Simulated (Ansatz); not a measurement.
Hf2Pd2Se2Br2O3:

```
Hf Pd Se Br O
1.0
     7.58666   -1.70971   -1.17576
     7.58666    1.70971   -1.17576
    -2.02446    0.00000   13.05155
Hf Pd Se Br O
2 2 2 2 3
Cartesian
  14.2165 0.0000 -1.4206
  8.6262 0.0000 2.2691
  1.6873 0.0000 6.2302
  3.3945 0.0000 8.9390
  12.2827 0.0000 8.8683
  10.7952 0.0000 5.8168
  8.8069 0.0000 -0.7891
  3.1532 0.0000 3.1608
  8.2058 0.0000 4.0943
  5.7021 0.0000 0.0464
  0.0207 0.0000 2.8206
```

The cell was built by a generator and needn't be a form met in nature.

- Program: Ansatz 0.2.0
- Task: relaxation of cell and atoms
- Functional: r2SCAN
- Potentials or basis: Ansatz PAW
- Cutoff: 500 eV (not typed: the program's choice for these potentials)
- k mesh: 6 × 6 × 2
- Occupations: fermi-dirac, width 0.05 eV
- Spin: no spin polarisation

At the start: volume 30.04 Å³/atom.

Question: Where does the relaxation end?

Answer: It ends after 21 steps and the volume is 25.13 Å³/atom (-16.3 %); space group Cm (No. 8, to 0.05 Å).

The path:
```
step  energy change (eV)  largest force (eV/Å)  volume (Å³)
   1              0.0000                0.5235       330.44
   2             -0.0193                0.3939       324.25
   3             -0.0397                0.0764       324.72
   4             -0.0416                0.0224       323.66
   5             -0.0450                0.0207       320.73
   6             -0.0486                0.0605       317.55
   7             -0.0609                0.1777       302.89
   8             -0.0685                0.1757       295.13
   9             -0.0886                0.1102       280.81
  10             -0.1055                0.1953       275.82
  11             -0.1129                0.2617       276.81
  12             -0.1165                0.1412       276.06
  13             -0.1190                0.0330       275.04
  14             -0.1192                0.0345       275.15
  15             -0.1193                0.0183       275.22
  16             -0.1194                0.0188       275.40
  17             -0.1194                0.0231       275.62
  18             -0.1193                0.0203       275.94
  19             -0.1192                0.0115       276.20
  20             -0.1192                0.0062       276.48
  21             -0.1086                0.0082       276.48
```

Final structure:
```
CELL_PARAMETERS angstrom
6.19105 -1.70330 -1.16533
6.19105 1.70330 -1.16533
-1.57910 0.00000 13.40653
ATOMIC_POSITIONS crystal
Hf 0.93415 0.93415 0.05444
Hf 0.60520 0.60520 0.28153
Pd 0.16879 0.16879 0.50544
Pd 0.32314 0.32314 0.74310
Se 0.93213 0.93213 0.85115
Se 0.79632 0.79632 0.59231
Br 0.61271 0.61271 0.06022
Br 0.27959 0.27959 0.30724
O 0.58054 0.58054 0.41034
O 0.35951 0.35951 0.05751
O 0.01961 0.01961 0.21531
```

Caveat: the volume moved by over 15 % at a fixed basis, so the end points are rough; the plane-wave basis is chosen anew once the cell has moved, so the energies of steps on either side of that aren't comparable; the PAW data sets come from PBE, with cores solved anew for the run's functional, which leaves a small shift of forces and pressure.
